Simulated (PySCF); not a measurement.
# DyH4S4 (Dy(SH)4-): the cost of one run

Method: several levels, as the steps say, no spin–orbit coupling; program: PySCF 2.14.0.

1 further run of the same task is left out (for a known fault of the program).

## Step 1: The starting structure

9 atoms, charge -1, spin multiplicity 1.

Bond lengths: Dy1–S2 2.653 Å, Dy1–S4 2.653 Å, Dy1–S6 2.653 Å, Dy1–S8 2.653 Å, S2–H3 1.354 Å, S4–H5 1.354 Å, S6–H7 1.354 Å, S8–H9 1.354 Å. Angles: S2–Dy1–S4 117.3°, S2–Dy1–S6 105.7°, S2–Dy1–S8 105.7°, S4–Dy1–S6 105.7°, S4–Dy1–S8 105.7°, S6–Dy1–S8 117.3°, Dy1–S2–H3 89.0°, Dy1–S4–H5 89.0°, Dy1–S6–H7 89.0°, Dy1–S8–H9 89.0°.

As a file:

```xyz
9

Dy    0.00000    0.00000    0.00000
S     1.55759    1.64587    1.38009
H     2.58520    0.78134    1.20382
S    -1.55759   -1.64587    1.38009
H    -2.58520   -0.78134    1.20382
S     1.64636   -1.55691   -1.38025
H     0.78040   -2.58321   -1.20874
S    -1.64636    1.55691   -1.38025
H    -0.78040    2.58321   -1.20874
```

Formal oxidation states: Dy +3. Each metal's 9 4f electrons lie in its core potential, so multiplicities, spins and levels count the valence alone. An earlier session relaxed this geometry at PBE0, Dy lcecp-1-SVP with ECP55, S def2-SVP, H def2-SVP (singlet, point group S4).

At PBE0 on the finer grid: E = -1631.490141 Eh, HOMO -3.01 eV, LUMO 3.07 eV, Mulliken charge on Dy1 +0.60 e, largest force component 0.019 eV/Å. 

Levels to run: B3LYP; TPSSh. Hardware: 2 threads of Arm Neoverse V2, shared host.

## Step 2: B3LYP

run.py (the lines that set the calculation)

```python
mol = gto.M(atom='''
Dy     0.00000     0.00000     0.00000
S      1.55759     1.64587     1.38009
H      2.58520     0.78134     1.20382
S     -1.55759    -1.64587     1.38009
H     -2.58520    -0.78134     1.20382
S      1.64636    -1.55691    -1.38025
H      0.78040    -2.58321    -1.20874
S     -1.64636     1.55691    -1.38025
H     -0.78040     2.58321    -1.20874''',
    basis={'Dy': 'lcecp-1-SVP', 'S': 'def2-SVP', 'H': 'def2-SVP'},
    ecp={'Dy': 'lcecp-1-SVP'},
    charge=-1, spin=0)
mf = dft.RKS(mol, xc='B3LYP')
mf.grids.atom_grid = (75, 302)  # f atoms: unpruned, at least (60, 302)
mf = mf.density_fit()  # fitting sets: Dy AutoAux, S def2-universal-JKFIT, H def2-universal-JKFIT
mf.conv_tol = 1e-08; mf.max_cycle = 55
mf.kernel(dm0)  # dm0: the density of the relaxed state
```

The run is started by

```sh
$ OMP_NUM_THREADS=2 python run.py
```

**Question.** How long does this run take on 2 threads of Arm Neoverse V2, shared host?

About 9.3 s.
